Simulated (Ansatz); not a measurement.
# Os: the cost of one run

Computed with Ansatz 0.2.0 (DFT PBE with spin–orbit coupling, plane waves, PAW (the target; the first runs use scalar-relativistic PBE), unless a step's input says otherwise).

## (1) The structure to begin with

Symmetry: P6_3/mmc, No. 194, hexagonal system. The conventional cell has a = 2.740 Å, b = 2.740 Å, c = 4.326 Å, α = 90.00°, β = 90.00°, γ = 120.00°. Os (site symmetry -6m2) has 12 Os at 2.68 to 2.74 Å as nearest neighbours.

As a file:

```cif
data_structure
_symmetry_space_group_name_H-M 'P6_3/mmc'
_symmetry_Int_Tables_number 194
_cell_length_a 2.7400
_cell_length_b 2.7400
_cell_length_c 4.3265
_cell_angle_alpha 90.000
_cell_angle_beta 90.000
_cell_angle_gamma 120.000
_cell_volume 28.13
loop_
_atom_site_label
_atom_site_type_symbol
_atom_site_symmetry_multiplicity
_atom_site_Wyckoff_symbol
_atom_site_fract_x
_atom_site_fract_y
_atom_site_fract_z
_atom_site_occupancy
Os1 Os 2 d 0.33333 0.66667 0.75000 1
```

## (2) Full relaxation (PBE, 8×8×6 mesh)

File input.yaml:

```yaml
crystal:
  lattice:
    - [2.74, 0.0, 0.0]
    - [-1.37, 2.3729096064, 0.0]
    - [0.0, 0.0, 4.32646]
  atoms:
    - { symbol: Os, position: [0.3333333333, 0.6666666667, 0.75] }
    - { symbol: Os, position: [0.6666666667, 0.3333333333, 0.25] }
basis:
  ecutwfc: 420
  ecutrho_ratio: 4
kpoints:
  mp_grid: { grid: [8, 8, 6] }
hamiltonian:
  xc: pbe
scf:
  occupations: { method: gaussian, width: 0.05 }
output:
  forces: true
  stress: true
  eigenvalues: true
relax:
  f_tol: 0.03
  max_steps: 60
  cell: { stress_tol: 0.3 }
```

**Question.** How long does this run take on 8 threads of an x86-64 CPU, shared host, and how much memory does it need?

About 1.9 s, with a peak of 0.4 GiB.
